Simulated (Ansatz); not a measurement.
# BClH4O2: the cost of one run

Method: PBE0-D4, def2-SVP first, then def2-TZVP; program: Ansatz 0.2.0, Gaussian basis.

153 further runs of the same task are left out: 1 that didn't finish, 152 set aside as unsound or not needed.

## 1. The system as given

The guess: 8 atoms, charge 0, spin multiplicity 1.

Atoms are counted from 1 here; the program's logs count them from 0.

Bond lengths: B1–O3 1.339 Å, B1–O4 1.340 Å, O3–H7 0.958 Å, O4–H8 0.955 Å. Angles: O3–B1–O4 126.8°, B1–O3–H7 116.6°, B1–O4–H8 119.5°.

Coordinates:

```xyz
8

B    -0.1463    0.0358   -0.2036
Cl    1.5369   -0.0404    1.2535
O     0.3297    0.4099   -1.3981
O    -1.1812    0.5770    0.4533
H     0.6142   -1.2948    0.3653
H    -0.1845   -1.4151   -0.2685
H     0.3382    1.3499   -1.5803
H    -1.3070    0.3777    1.3783
```

Distances that are to change: B1–H6 1.45 Å, Cl2–H5 1.79 Å, B1–Cl2 2.23 Å, H5–H6 1.03 Å.

## 2. Constrained relaxation of the guess

hold/in.yaml reads:

```yaml
crystal:
  periodic: [false, false, false]
  atoms:
    - {symbol: B, position_ang: [-0.146300, 0.035800, -0.203600]}
    - {symbol: Cl, position_ang: [1.536900, -0.040400, 1.253500]}
    - {symbol: O, position_ang: [0.329700, 0.409900, -1.398100]}
    - {symbol: O, position_ang: [-1.181200, 0.577000, 0.453300]}
    - {symbol: H, position_ang: [0.614200, -1.294800, 0.365300]}
    - {symbol: H, position_ang: [-0.184500, -1.415100, -0.268500]}
    - {symbol: H, position_ang: [0.338200, 1.349900, -1.580300]}
    - {symbol: H, position_ang: [-1.307000, 0.377700, 1.378300]}
basis:
  gaussian: {orbitals: def2-SVP}
hamiltonian: {xc: pbe0, dispersion: d4}
relax: {f_tol: 0.04, max_steps: 150, escape_saddle: false, constraints: [{distance: [0, 5]}, {distance: [1, 4]}, {distance: [0, 1]}, {distance: [4, 5]}]}
```

Run with:

```
$ ansatz run in.yaml --threads 2 --pin off --events-out ev --progress --plain --max-ram 4352MiB
```

**Question.** How long does this run take on 2 threads of Arm Neoverse V2, shared host?

About 12 s.
